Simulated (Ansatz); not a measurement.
## VWC2 under changes of volume

One of the cells (9.834 Å³/atom); the others are scaled copies at fixed shape and fractional positions:

```xyz
4
Lattice="1.5170 0.8759 4.9339 -1.5170 0.8759 4.9339 0.0000 -1.7517 4.9339" Properties=species:S:1:pos:R:3 pbc="T T T"
W     0.0000    0.0000    0.0000
V     0.0000    0.0000    7.4008
C     0.0000    0.0000    3.6485
C     0.0000    0.0000   11.1532
```

The cell comes from a database or a generator and needn't be the stable form of this composition.

- Program: Ansatz 0.2.0
- Functional: PBEsol
- Potentials or basis: Ansatz PAW
- Cutoff: 420 eV (not typed: the program's choice for these potentials)
- k mesh: 10 × 10 × 10
- Occupations: fermi-dirac, width 0.05 eV
- Spin: collinear spin, ferromagnetic start
- Starting moments: [0.0, 2.0, 0.0, 0.0] μB

```tsv
volume (Å³/atom)	energy over the lowest point (meV/atom)	pressure (GPa)	largest force (eV/Å)
9.244	9.20	11.8	0.197
9.440	0.00	3.5	0.087
9.637	0.42	-3.9	0.014
9.834	?	?	?
10.030	26.29	-16.6	0.194
10.227	50.06	-21.9	0.274
10.424	80.07	-26.8	0.348
```

Problem. What does the run at 9.834 Å³/atom give?

Solution. Energy over the lowest point 9.48 meV/atom; pressure -10.6 GPa; largest force 0.108 eV/Å.

Worked out: A Birch-Murnaghan fit of order 3 (a polynomial in V^(-2/3)) to the other rows has its minimum at 9.53 Å³/atom with B0 = V·E''(V) = 362 GPa and B' = 4.4 at fixed shape and positions, which overstates the stiffness. It gives 9.52 meV/atom at 9.834 Å³/atom, against the run's 9.48, and -dE/dV = -10.7 GPa, against -10.6.

Energies are extrapolated to zero smearing.

Caveats: the PAW data sets come from PBE, with cores solved anew for the run's functional, which leaves a small shift of forces and pressure; the starting moments weren't kept.
